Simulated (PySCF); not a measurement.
# C4HF4NS: the cost of one run

Programs: PySCF 2.14.0, with routines of our own; each step states its level. All values are computed. Atoms count from 0.

### 1 The starting structure

11 atoms, charge 0, multiplicity 1; geometry from: GFN2-xTB.

### 2 Magnetic properties: GIAO B3LYP/pcSseg-1

Job settings and geometry (Å):

```
{"job": {"kind": "mag", "xc": "B3LYP", "basis": "pcSseg-1", "isotopologues": 0}, "charge": 0, "multiplicity": 1}
N      3.791505    -0.485927    -0.313863
C      2.822868     0.069558    -0.059291
C      1.623182     0.751807     0.253219
F      1.755905     2.031951     0.635107
C      0.420639     0.167299     0.176244
S     -1.063772     1.007216     0.563001
C     -2.201787    -0.396882     0.224911
F     -2.104433    -0.811718    -1.037205
F     -1.929531    -1.444037     1.002024
F     -3.450604    -0.024887     0.447226
H      0.341451    -0.861709    -0.132405
```

Level: GIAO B3LYP/pcSseg-1 magnetisability, rotational g tensor and spin-rotation constants, non-relativistic, gas phase.

The run is started by

```bash
> OMP_NUM_THREADS=1 python excited_run.py task.json out
```

The driver reads the jobs from task.json and runs them one after another.

Q: Estimate the wall time and peak memory of this first job on 1 thread of Arm Neoverse V2, shared host.

About 30 s, with a peak of 0.79 GiB.
